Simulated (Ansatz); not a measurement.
Write a Python script for Ansatz 0.2.0 through its Python package that makes a rigid scan of one bond length of CH5AlSe, SMILES [CH3][AlH][SeH]. Level of theory (for the species named): r2scan0, def2-SVP basis, multiplicity 1.

| atom | x (Å) | y (Å) | z (Å) |
| --- | --- | --- | --- |
| C | -0.7459 | 0.8937 | -0.4657 |
| Al | 0.8187 | -0.1026 | 0.0425 |
| Se | 0.6973 | -1.5949 | 1.9053 |
| H | -0.4973 | 2.0344 | -0.4224 |
| H | -1.6258 | 0.6867 | 0.1949 |
| H | -1.0839 | 0.6913 | -1.5170 |
| H | 2.2027 | 0.0610 | -0.7849 |
| H | 0.3264 | -2.7267 | 0.9914 |

`scan_ch5alse.py`:
```python
import ansatz as az
import numpy as np


def main() -> None:
    geometry = (
        az.Crystal.molecule()
        .atom("C", [-0.7459, 0.8937, -0.4657])
        .atom("Al", [0.8187, -0.1026, 0.0425])
        .atom("Se", [0.6973, -1.5949, 1.9053])
        .atom("H", [-0.4973, 2.0344, -0.4224])
        .atom("H", [-1.6258, 0.6867, 0.1949])
        .atom("H", [-1.0839, 0.6913, -1.517])
        .atom("H", [2.2027, 0.061, -0.7849])
        .atom("H", [0.3264, -2.7267, 0.9914])
    )

    symbols = [site.symbol for site in geometry.cartesian_sites]
    start = np.array([site.position_ang for site in geometry.cartesian_sites])
    axis = (start[0] - start[1]) / np.linalg.norm(start[0] - start[1])
    moving = [0, 3, 4, 5]
    lengths, energies = [1.692, 1.769, 1.846, 1.923, 2.0, 2.077, 2.154, 2.269], []
    for length in lengths:
        xyz = start.copy()
        xyz[moving] += (length - np.linalg.norm(start[0] - start[1])) * axis
        point = az.Crystal.molecule()
        for symbol, place in zip(symbols, xyz):
            point = point.atom(symbol, place.tolist())
        calculation = (
            point.calculation()
            .basis(gaussian="def2-SVP")
            .functional("r2scan0")
        )
        data = calculation.run().report
        energies.append(data["free_energy_ev"])
        print(f"r = {length:6.3f} A  E = {energies[-1]:.5f} eV  <S^2> = {abs(data['mean_field']['state']['spin_squared']):.3f}")

    fit = np.polynomial.Polynomial.fit(lengths, np.array(energies) - min(energies), 4).convert()
    roots = [r.real for r in fit.deriv().roots() if abs(r.imag) < 1e-9 and fit.deriv(2)(r.real) > 0]
    r_e = min(roots, key=lambda r: abs(r - lengths[int(np.argmin(energies))]))
    print(f"minimum of the fit at {r_e:.4f} A, force constant {fit.deriv(2)(r_e):.2f} eV/A^2")


if __name__ == "__main__":
    main()
```

```console
$ python scan_ch5alse.py
r =  1.692 A  E = -73052.30455 eV  <S^2> = 0.000
r =  1.769 A  E = -73052.71599 eV  <S^2> = 0.000
r =  1.846 A  E = -73052.93510 eV  <S^2> = 0.000
r =  1.923 A  E = -73053.01408 eV  <S^2> = 0.000
r =  2.000 A  E = -73052.99165 eV  <S^2> = 0.000
r =  2.077 A  E = -73052.89650 eV  <S^2> = 0.000
r =  2.154 A  E = -73052.74981 eV  <S^2> = 0.000
r =  2.269 A  E = -73052.46775 eV  <S^2> = 0.000
minimum of the fit at 1.9402 A, force constant 15.88 eV/A^2
```

What to keep in mind:
- Total energies depend on the basis set; only differences at equal settings carry meaning.
- The rest of the molecule is held rigid at a force-field or estimated start geometry, and the basis set is modest; single-reference methods fail as a bond breaks.
- The orbitals are restricted, so S² is zero by construction.
- Wall time of the script: 45 s on 1 thread of Arm Neoverse V2, with other jobs on the host, peak memory 0.26 GiB.
